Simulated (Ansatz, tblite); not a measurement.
**Ge(OH)H3 (GeH4O): a ladder of methods and basis sets**

How do method and basis change the picture of Ge(OH)H3 (GeH4O) (singlet)?

Method: as each input shows; program: Ansatz 0.2.0, Gaussian basis.

Levels to be run: GFN1-xTB, GFN2-xTB, PBE-D4/def2-TZVP, r2SCAN-D4/def2-TZVP, BLYP-D4/def2-TZVP, LDA/def2-TZVP, CAM-B3LYP-D4/def2-TZVP, BHLYP-D4/def2-TZVP, B97M-V/def2-TZVP, HSE06-D4/def2-TZVP, r2SCANh-D4/def2-TZVP, PBE-D4/def2-SVP, PBE0-D4/def2-SVP, HF/STO-3G, PBE0-D4/def2-TZVPD, PBE-D4/def2-TZVPD, r2SCAN-D4/def2-TZVPD, CCSD(T)/def2-TZVPP, MP2/def2-TZVP, RPA/def2-TZVP, CCSD(T)/def2-TZVPD.

### Step 1. The geometry

The singlet was relaxed beforehand with PBE-D4/def2-TZVP.

6 atoms, charge 0, spin multiplicity 1.

Bond lengths: Ge1–O2 1.807 Å, Ge1–H4 1.552 Å, Ge1–H5 1.552 Å, Ge1–H6 1.541 Å, O2–H3 0.971 Å. Angles: O2–Ge1–H4 110.1°, O2–Ge1–H5 110.1°, O2–Ge1–H6 103.7°, H4–Ge1–H5 109.7°, H4–Ge1–H6 111.6°, H5–Ge1–H6 111.6°, Ge1–O2–H3 110.9°.

PBE0-D4/def2-TZVP was run before; its log isn't repeated, and its numbers join the tables.

### Step 2. GFN1-xTB

Tight binding, by tblite at 300 K electronic temperature and without a spin-polarisation term:

```python
tblite.interface.Calculator('GFN1-xTB', numbers, positions, charge=0, uhf=0).singlepoint()
```

Energy -232.0174 eV, HOMO -12.83 eV, LUMO -6.39 eV; 0.003 s.

### Step 3. GFN2-xTB

Tight binding, by tblite at 300 K electronic temperature and without a spin-polarisation term:

```python
tblite.interface.Calculator('GFN2-xTB', numbers, positions, charge=0, uhf=0).singlepoint()
```

Energy -218.7863 eV, HOMO -11.74 eV, LUMO -3.60 eV; 0.002 s.

### Step 4. PBE-D4/def2-TZVP

start.molden holds the orbitals of an earlier run on this state, given as this run's starting guess.

in.yaml

```yaml
crystal:
  periodic: [false, false, false]
  atoms:
    - {symbol: Ge, position_ang: [-0.065570, -0.122936, -0.421976]}
    - {symbol: O, position_ang: [-0.080673, -0.121771, 1.384950]}
    - {symbol: H, position_ang: [0.361782, 0.668906, 1.734888]}
    - {symbol: H, position_ang: [1.396632, -0.122509, -0.943057]}
    - {symbol: H, position_ang: [-0.813791, 1.125222, -0.962182]}
    - {symbol: H, position_ang: [-0.798391, -1.426902, -0.792623]}
basis:
  gaussian: {orbitals: def2-TZVP, initial_orbitals: start.molden}
hamiltonian: {xc: pbe, dispersion: d4}
scf: {omitted_lower_state_checks: [starts]}
output: {orbitals: {seedname: orbitals}}
```

Started as:

```bash
$ ansatz run in.yaml --threads 4 --pin off --events-out ev --progress --plain --max-ram 3916MiB
```

Further steps of the session: r2SCAN-D4/def2-TZVP; BLYP-D4/def2-TZVP; LDA/def2-TZVP; CAM-B3LYP-D4/def2-TZVP; BHLYP-D4/def2-TZVP; B97M-V/def2-TZVP; HSE06-D4/def2-TZVP; r2SCANh-D4/def2-TZVP; PBE-D4/def2-SVP; PBE0-D4/def2-SVP; HF/STO-3G; PBE0-D4/def2-TZVPD; PBE-D4/def2-TZVPD; r2SCAN-D4/def2-TZVPD; CCSD(T)/def2-TZVPP; MP2/def2-TZVP; RPA/def2-TZVP; CCSD(T)/def2-TZVPD.

Q: Predict the results of all the runs planned. Wanted: gap in def2-TZVP, named functionals, smallest and largest; correlation energy, CCSD(T)/def2-TZVPP; correlation energy, MP2/def2-TZVP; correlation energy, CCSD(T)/def2-TZVPD; binding an atom, CCSD(T)/def2-TZVPP; PBE0 total energy, smallest basis above largest.

**Answer**, as computed:

```
                                                 quantity                                   value
gap in def2-TZVP, named functionals, smallest and largest  5.82 eV (LDA), 10.81 eV (CAM-B3LYP-D4)
                   correlation energy, CCSD(T)/def2-TZVPP                               -14.84 eV
                        correlation energy, MP2/def2-TZVP                               -13.60 eV
                   correlation energy, CCSD(T)/def2-TZVPD                               -14.68 eV
                      binding an atom, CCSD(T)/def2-TZVPP                                2.982 eV
          PBE0 total energy, smallest basis above largest          9.86 eV (def2-SVP, def2-TZVPD)
```

Orbital gaps of the named functionals in def2-TZVP span 5.82 eV (LDA) to 10.81 eV (CAM-B3LYP-D4); exact exchange widens it. A small miss in a minimal or small basis is a cancelling of errors, not accuracy. The functionals in def2-TZVP miss CCSD(T)/def2-TZVPP by -0.079 (BHLYP-D4) to +0.438 eV (LDA) an atom. The reference is CCSD(T) in one finite basis, so it carries an error of its own, often a tenth of an eV or more, and near misses can't be ranked.
